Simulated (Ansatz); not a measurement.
# CH5FO4W: the cost of one run

The runs use Ansatz 0.2.0, Gaussian basis; the settings change from run to run.

### Step 1. The molecule

The geometry comes from an earlier relaxation with PBE0-D4 in a triple-zeta def2 set; it is a stationary point, not always the lowest conformer. W takes a core potential in def2 sets; no spin-orbit term is included.

SMILES `C[O][W](=[O])([OH])([OH])[F]`, 12 atoms, charge 0, spin multiplicity 1.

Atoms are counted from 1 here; the program's logs count them from 0.

Bond lengths: C1–O2 1.401 Å, C1–H8 1.091 Å, C1–H9 1.094 Å, C1–H10 1.094 Å, O2–W3 1.845 Å, W3–O4 1.691 Å, W3–O5 1.903 Å, W3–O6 1.906 Å, W3–F7 1.905 Å, O5–H11 0.961 Å, O6–H12 0.961 Å. Angles: O2–C1–H8 108.9°, O2–C1–H9 109.8°, O2–C1–H10 109.6°, H8–C1–H9 109.5°, H8–C1–H10 109.6°, H9–C1–H10 109.5°, C1–O2–W3 137.5°, O2–W3–O4 102.4°, O2–W3–O5 89.5°, O2–W3–O6 88.5°, O2–W3–F7 157.5°, O4–W3–O5 111.5°, O4–W3–O6 111.8°, O4–W3–F7 100.1°, O5–W3–O6 136.0°, O5–W3–F7 82.9°, O6–W3–F7 82.5°, W3–O5–H11 118.4° and more.

As a file:

```mol
CH5FO4W
  3D, bonds by distance, orders not assigned

 12 11  0  0  0  0  0  0  0  0999 V2000
    0.2468   -1.0450    1.7298 C   0  0
   -0.6395   -0.5331    0.7726 O   0  0
   -0.5385    0.4476   -0.7870 W   0  0
   -2.1667    0.6589   -1.1897 O   0  0
    0.2089   -1.0648   -1.6681 O   0  0
    0.1329    1.9099    0.2341 O   0  0
    0.2859    1.3931   -2.2207 F   0  0
   -0.3269   -1.5371    2.5163 H   0  0
    0.9196   -1.7691    1.2609 H   0  0
    0.8333   -0.2279    2.1606 H   0  0
    0.6036   -0.9398   -2.5352 H   0  0
    0.5178    2.6520   -0.2397 H   0  0
  1  2  8  0
  2  3  8  0
  3  4  8  0
  3  5  8  0
  3  6  8  0
  3  7  8  0
  1  8  8  0
  1  9  8  0
  1 10  8  0
  5 11  8  0
  6 12  8  0
M  END
```

### Step 2. B97M-V/x2c-TZVPPall

Input file in.yaml:

```yaml
crystal:
  periodic: [false, false, false]
  atoms:
    - {symbol: C, position_ang: [0.246760, -1.044996, 1.729792]}
    - {symbol: O, position_ang: [-0.639531, -0.533111, 0.772627]}
    - {symbol: W, position_ang: [-0.538490, 0.447633, -0.786950]}
    - {symbol: O, position_ang: [-2.166700, 0.658896, -1.189682]}
    - {symbol: O, position_ang: [0.208895, -1.064790, -1.668107]}
    - {symbol: O, position_ang: [0.132862, 1.909940, 0.234086]}
    - {symbol: F, position_ang: [0.285885, 1.393058, -2.220712]}
    - {symbol: H, position_ang: [-0.326943, -1.537106, 2.516315]}
    - {symbol: H, position_ang: [0.919576, -1.769127, 1.260945]}
    - {symbol: H, position_ang: [0.833348, -0.227903, 2.160633]}
    - {symbol: H, position_ang: [0.603626, -0.939821, -2.535170]}
    - {symbol: H, position_ang: [0.517811, 2.652028, -0.239677]}
basis:
  gaussian: {orbitals: x2c-TZVPPall}
hamiltonian: {xc: {name: B97M-V}}
output: {forces: true}
```

Launch:

```
ansatz run in.yaml --threads 4 --pin off --events-out ev --progress --plain --max-ram 11315MiB
```

**Question.** How long does this run take on 4 threads of AMD EPYC 9R45, shared host, and how much memory does it need?

About 9.5 s, with a peak of 0.99 GiB.
